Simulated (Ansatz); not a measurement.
# CH7BFNSi: the cost of one run

Program: Ansatz 0.2.0. Level of theory: RKS B3LYP-D4/STO-3G. These are calculated values, not measurements.

## (1) The starting structure

Bond lengths: B1–Si2 1.919 Å, Si2–F3 1.663 Å, Si2–C4 1.894 Å, C4–N5 1.387 Å, B1–H6 1.150 Å, B1–H7 1.228 Å, Si2–H8 1.427 Å, C4–H9 1.114 Å, C4–H10 1.143 Å, N5–H11 1.060 Å, N5–H12 1.014 Å. Angles (14 of 18 angles, heavy atoms first): B1–Si2–F3 108.5°, B1–Si2–C4 108.1°, F3–Si2–C4 108.9°, Si2–C4–N5 113.4°, B1–Si2–H8 110.3°, F3–Si2–H8 109.2°, C4–Si2–H8 111.7°, Si2–B1–H6 125.0°, Si2–B1–H7 118.9°, Si2–C4–H9 104.0°, Si2–C4–H10 105.0°, N5–C4–H9 113.5°, N5–C4–H10 112.9°, C4–N5–H11 107.1°.

As a file:

```xyz
12

B    -0.0989    1.7243    1.0631
Si   -0.7373   -0.0651    0.7913
F    -0.0890   -1.0421    1.9706
C    -0.1256   -0.6566   -0.9009
N     1.2554   -0.6357   -1.0253
H     1.0032    2.0469    1.0060
H    -0.9148    2.6237    1.2483
H    -2.1611   -0.1028    0.8806
H    -0.6466    0.0121   -1.6244
H    -0.5681   -1.7028   -1.0272
H     1.6373   -1.3800   -0.3750
H     1.5226   -0.8771   -1.9732
```

## (2) Preparing the start

Contents of input.yaml:

```yaml
crystal:
  periodic: [false, false, false]
  atoms:
    - { symbol: B, position_ang: [-0.0989, 1.7243, 1.0631] }
    - { symbol: Si, position_ang: [-0.7373, -0.0651, 0.7913] }
    - { symbol: F, position_ang: [-0.089, -1.0421, 1.9706] }
    - { symbol: C, position_ang: [-0.1256, -0.6566, -0.9009] }
    - { symbol: "N", position_ang: [1.2554, -0.6357, -1.0253] }
    - { symbol: H, position_ang: [1.0032, 2.0469, 1.006] }
    - { symbol: H, position_ang: [-0.9148, 2.6237, 1.2483] }
    - { symbol: H, position_ang: [-2.1611, -0.1028, 0.8806] }
    - { symbol: H, position_ang: [-0.6466, 0.0121, -1.6244] }
    - { symbol: H, position_ang: [-0.5681, -1.7028, -1.0272] }
    - { symbol: H, position_ang: [1.6373, -1.38, -0.375] }
    - { symbol: H, position_ang: [1.5226, -0.8771, -1.9732] }
basis:
  gaussian: { orbitals: STO-3G }
hamiltonian:
  xc: b3lyp
  dispersion: d4
relax:
  f_tol: 0.02
  max_steps: 40
scf:
  lower_state_search: "off"
output:
  orbitals: {}
```

Run with:

```console
$ ansatz run input.yaml --threads 1 --pin off --max-ram 2048MiB --backend cpu --events-out ev --progress --plain --runs-dir out
```

What time and memory should one allow on 1 thread of Arm Neoverse V1, shared host?

About 77 s, with a peak of 0.16 GiB.
